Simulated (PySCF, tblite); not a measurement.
# C5H12ClFSi2: geometry, infrared bands and NMR shifts

What infrared bands and NMR shifts should C5H12ClFSi2 (`CCC[Si@@H](Cl)/C(F)=C/[SiH3]`) show?

Programs: tblite 0.8.0 and PySCF 2.14.0, with density-fitted response routines of our own. Each step states its level of theory. These are calculated values for one molecule in the gas phase, unless marked as measured. Atoms count from 0, in the outputs and in this text.

**1. Starting geometry**

21 atoms, charge 0, multiplicity 1; geometry from: force field or distance geometry start.

Bonds of the start (Å): C0–C1 1.50, C1–C2 1.54, C2–Si3 1.85, Si3–Cl4 2.06, Si3–C5 1.84, C5–F6 1.36, C5–C7 1.36, C7–Si8 1.83, C0–H9 1.11, C0–H10 1.10, C0–H11 1.10, C1–H12 1.09, C1–H13 1.10, C2–H14 1.10, C2–H15 1.09, Si3–H16 1.50, C7–H17 1.08, Si8–H18 1.48, Si8–H19 1.48, Si8–H20 1.49.

**2. Optimising the geometry with GFN2-xTB**

Job settings and geometry (Å):

```
{"job": {"kind": "relax", "xc": "GFN2-xTB", "basis": "xTB"}, "charge": 0, "multiplicity": 1}
C     -3.382900     1.138800    -0.561900
C     -2.053600     0.884500     0.095000
C     -1.697500    -0.617100     0.110000
Si    -0.082000    -1.057600     0.901900
Cl     0.158600    -3.103700     0.863600
C      1.383600    -0.427400    -0.004800
F      1.135600     0.182300    -1.191800
C      2.667300    -0.508000     0.422400
Si     4.136200     0.107000    -0.473200
H     -4.202300     0.619500    -0.031200
H     -3.388000     0.803100    -1.604300
H     -3.620200     2.209500    -0.550100
H     -1.278700     1.449300    -0.414300
H     -2.075500     1.262800     1.129300
H     -2.509400    -1.150800     0.624400
H     -1.700100    -0.978800    -0.914900
H     -0.051300    -0.651800     2.342600
H      2.907800    -0.997100     1.359700
H      5.342700    -0.192100     0.331100
H      4.262100    -0.543600    -1.793000
H      4.039000     1.588100    -0.640800
```

Launch:

```console
OMP_NUM_THREADS=1 python probes_run.py task.json out
```

One launch serves the whole session: the jobs run in the order shown.

**Question.** This job is followed by: GFN2-xTB harmonic vibrations, gas phase; GIAO PBE0/pcSseg-1 NMR shielding, non-relativistic, gas phase. What will the session give for the following? strongest single infrared mode (GFN2-xTB); zero-point energy (GFN2-xTB); ¹³C shifts against TMS (PBE0/pcSseg-1); ¹H shifts against TMS (PBE0/pcSseg-1, means over atoms taken as alike); ²⁹Si shifts against TMS (PBE0/pcSseg-1); ³⁵Cl shifts against HCl (PBE0/pcSseg-1); ¹⁹F shifts against CFCl3 (PBE0/pcSseg-1); surface potential, 1st and 99th percentile.

As calculated:

| quantity | value |
| --- | --- |
| strongest single infrared mode (GFN2-xTB) | 789 cm⁻¹, 499 km/mol |
| zero-point energy (GFN2-xTB) | 94.6 kcal/mol |
| ¹³C shifts against TMS (PBE0/pcSseg-1) | 191.2, 121.3, 23.8, 20.6, 19.6 ppm |
| ¹H shifts against TMS (PBE0/pcSseg-1, means over atoms taken as alike) | 5.84, 5.30, 4.24, 1.63, 1.23, 1.21, 1.13, 0.98 ppm |
| ²⁹Si shifts against TMS (PBE0/pcSseg-1) | -10.5, -90.8 ppm |
| ³⁵Cl shifts against HCl (PBE0/pcSseg-1) | -6 ppm |
| ¹⁹F shifts against CFCl3 (PBE0/pcSseg-1) | -75.7 ppm |
| surface potential, 1st and 99th percentile | -0.60 V and 1.09 V |

**Reading.** Over 98 steps the energy fell by 0.236 eV; of the close pairs, Si3–C5 changed most, 1.835 to 1.904 Å. The lowest mode is imaginary (21i cm⁻¹), so the xTB geometry is not a minimum. GFN2-xTB is a fitted tight-binding method: band positions and strengths are rough. Its intensities can rank the bands wrongly. The most deshielded hydrogen is H17 (hydrogen on an alkene CH), at 5.84 ppm: attached to an sp2 carbon and in the plane of the double bond. At PBE0/pcSseg-1: The widest tensor belongs to F6: span 250 ppm, with a paramagnetic part of -232 ppm. At PBE0/pcSseg-1, counted by nearest atom on the grid, the HOMO lies on C5, C7 about 33 % each; F6 12 %, the LUMO on C5, C7 about 27 % each; Si3 10 %.
